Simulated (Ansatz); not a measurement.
# SnPt2Se3: the cost of one run

Program: Ansatz 0.2.0. Level of theory: DFT PBE, scalar-relativistic, plane waves, PAW. These are calculated values, not measurements.

## (1) Starting point

Symmetry: R-3m, No. 166, trigonal system. The conventional cell has a = 4.426 Å, b = 4.426 Å, c = 24.736 Å, α = 90.00°, β = 90.00°, γ = 120.00°. Sn (site symmetry -3m) is surrounded by 2 Se at 3.30 Å and 6 Pt at 3.35 Å. Pt (site symmetry 3m) has 4 Se at 2.78 to 2.80 Å in its first shell of neighbours. Se (site symmetry -3m) has 6 Se at 2.68 Å in its first shell of neighbours. Se (site symmetry 3m) is surrounded by 6 Se at 2.68 to 3.04 Å and 4 Pt at 2.78 to 2.80 Å and 1 Sn at 3.30 Å.

As a file:

```xyz
6
Lattice="2.2129 1.2776 8.2454 -2.2129 1.2776 8.2454 0.0000 -2.5552 8.2454" Properties=species:S:1:pos:R:3 pbc="T T T"
Sn    0.0000    0.0000   12.3681
Pt    0.0000    0.0000   18.4526
Pt    0.0000    0.0000    6.2836
Se    0.0000    0.0000    0.0000
Se    0.0000    0.0000    9.0651
Se    0.0000    0.0000   15.6711
```

A structure generator made this guess: species swapped into a database cell of NaCu3Te2 (R-3m, No. 166), with Sn on the Na sites, Se on the Cu sites and Pt on the Te sites. Lengths come from tabulated atomic sizes and are only a guess.

## (2) The guess as it stands, on a coarse mesh

input.yaml

```yaml
crystal:
  lattice:
    - [2.21289706, 1.27761671, 8.24539306]
    - [-2.21289706, 1.27761671, 8.24539306]
    - [0.0, -2.55523342, 8.24539306]
  atoms:
    - { symbol: Sn, position: [0.5, 0.5, 0.5] }
    - { symbol: Pt, position: [0.74597484, 0.74597484, 0.74597484] }
    - { symbol: Pt, position: [0.25402516, 0.25402516, 0.25402516] }
    - { symbol: Se, position: [0.0, 0.0, 0.0] }
    - { symbol: Se, position: [0.36647072, 0.36647072, 0.36647072] }
    - { symbol: Se, position: [0.63352928, 0.63352928, 0.63352928] }
basis:
  ecutwfc: 420
kpoints:
  mp_grid: { grid: [6, 6, 6] }
hamiltonian:
  xc: pbe
scf:
  occupations: { method: gaussian, width: 0.1 }
  lower_state_search: "off"
output:
  forces: true
  stress: true
  eigenvalues: true
```

Launch:

```console
> ansatz run input.yaml --threads 1 --pin off --max-ram 2560MiB --backend cpu --events-out ev --progress --plain --runs-dir out
```

Q: Estimate wall time and peak memory on 1 thread of Intel Xeon at 2.50GHz (Skylake/Cascade Lake), shared host.

About 28 s, with a peak of 0.55 GiB.
